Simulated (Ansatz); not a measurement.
# CH7Ge (doublet): wave-function methods side by side at distance Ge1–H5 along a hydrogen transfer = 1.685 Å, cc-pVDZ

Aim: climb from Hartree-Fock through coupled cluster and multireference methods for CH7Ge (doublet) at one geometry and basis, and see what each rung misses.

Method: cc-pVDZ, core rule «outside noble gas», up to 15 orbitals frozen; program: Ansatz 0.2.0, Gaussian basis.

The runs, in order: UHF; CCSD(T) on ROHF; CCSD(T) on UHF; BCCD(T) on ROHF; CISD; CCSDT(Q) on ROHF; CCSDT(Q) on UHF; CASSCF and MRCISD+Q, 3 electrons in 3 orbitals; CASSCF and NEVPT2, 3 electrons in 3 orbitals; CASSCF and MRCISD+Q, 9 electrons in 9 orbitals; CASSCF and NEVPT2, 9 electrons in 9 orbitals.

### 1 What is computed

The geometry derives from fragments relaxed apart (PBE0/def2-TZVP) and kept rigid, so it is no stationary point. A hydrogen atom is moved between rigid fragments. No spin-orbit coupling is included. The filled d shell of Ge may be among the frozen orbitals whatever the setting's name suggests; the logs give the count.

9 atoms, charge 0, spin multiplicity 2.

Atoms are counted from 1 here; the program's logs count them from 0.

Bond lengths: Ge1–H2 1.534 Å, Ge1–H3 1.534 Å, Ge1–H4 1.534 Å, Ge1–H5 1.685 Å, H5–C6 1.290 Å, C6–H7 1.080 Å, C6–H8 1.080 Å, C6–H9 1.080 Å. Angles: H2–Ge1–H3 109.5°, H2–Ge1–H4 109.5°, H2–Ge1–H5 109.5°, H3–Ge1–H4 109.5°, H3–Ge1–H5 109.5°, H4–Ge1–H5 109.5°, Ge1–H5–C6 180.0°, H5–C6–H7 90.0°, H5–C6–H8 90.0°, H5–C6–H9 90.0°, H7–C6–H8 120.0°, H7–C6–H9 120.0°, H8–C6–H9 120.0°.

### 2 UHF

in.yaml reads:

```yaml
crystal:
  periodic: [false, false, false]
  atoms:
    - {symbol: Ge, position_ang: [-0.489384, 0.000000, 0.000000]}
    - {symbol: H, position_ang: [-1.000833, 1.446599, 0.000000]}
    - {symbol: H, position_ang: [-1.000833, -0.723300, 1.252792]}
    - {symbol: H, position_ang: [-1.000833, -0.723299, -1.252792]}
    - {symbol: H, position_ang: [1.195616, 0.000000, 0.000000]}
    - {symbol: C, position_ang: [2.485616, 0.000000, 0.000000]}
    - {symbol: H, position_ang: [2.485617, -1.080022, 0.000000]}
    - {symbol: H, position_ang: [2.485617, 0.540011, 0.935327]}
    - {symbol: H, position_ang: [2.485616, 0.540012, -0.935327]}
basis:
  gaussian: {orbitals: cc-pVDZ}
magnetization: {spin_polarized: true, initial_magnetization: 1}
hamiltonian: {xc: hf}
output: {orbitals: {seedname: orbitals}}
```

Command:

```bash
ansatz run in.yaml --threads 1 --pin off --events-out ev --progress --plain --max-ram 2816MiB --backend cpu
```

The runs that follow: CCSD(T) on ROHF; CCSD(T) on UHF; BCCD(T) on ROHF; CISD; CCSDT(Q) on ROHF; CCSDT(Q) on UHF; CASSCF and MRCISD+Q, 3 electrons in 3 orbitals; CASSCF and NEVPT2, 3 electrons in 3 orbitals; CASSCF and MRCISD+Q, 9 electrons in 9 orbitals; CASSCF and NEVPT2, 9 electrons in 9 orbitals.

Q: Predict the results of all the runs planned. Wanted: UCCSDT(Q) below the RHF energy; RMP2 from UCCSDT(Q); UMP2 from UCCSDT(Q); RCCSD from UCCSDT(Q); RCCSD(T) from UCCSDT(Q); UCCSD(T) from UCCSDT(Q); RCCSDT(Q) from UCCSDT(Q); MRCISD+Q pair from UCCSDT(Q); MRCISD+Q frontier from UCCSDT(Q).

As calculated:

| quantity | value |
| --- | --- |
| UCCSDT(Q) below the RHF energy | -9.0213 eV |
| RMP2 from UCCSDT(Q) | +1517.0 meV |
| UMP2 from UCCSDT(Q) | +1600.8 meV |
| RCCSD from UCCSDT(Q) | +254.2 meV |
| RCCSD(T) from UCCSDT(Q) | +40.3 meV |
| UCCSD(T) from UCCSDT(Q) | +40.8 meV |
| RCCSDT(Q) from UCCSDT(Q) | +2.1 meV |
| MRCISD+Q pair from UCCSDT(Q) | +129.2 meV |
| MRCISD+Q frontier from UCCSDT(Q) | +56.2 meV |
| levels within 1 kcal/mol (43 meV) | RCCSD(T), UCCSD(T), BCCD(T), RCCSDT, UCCSDT, RCCSDT(Q) |
| T1 diagnostic | 0.017 |

What this shows: RCCSD(T) misses by +40.3 meV, 0.4 % of the correlation energy. Of the multireference levels listed MRCISD+Q frontier comes nearest in total energy (+56.2 meV), which doesn't show that its space is the better one. These misses are within one basis, not against nature; the frozen cores of restricted and unrestricted runs differ, which can shift their rows.
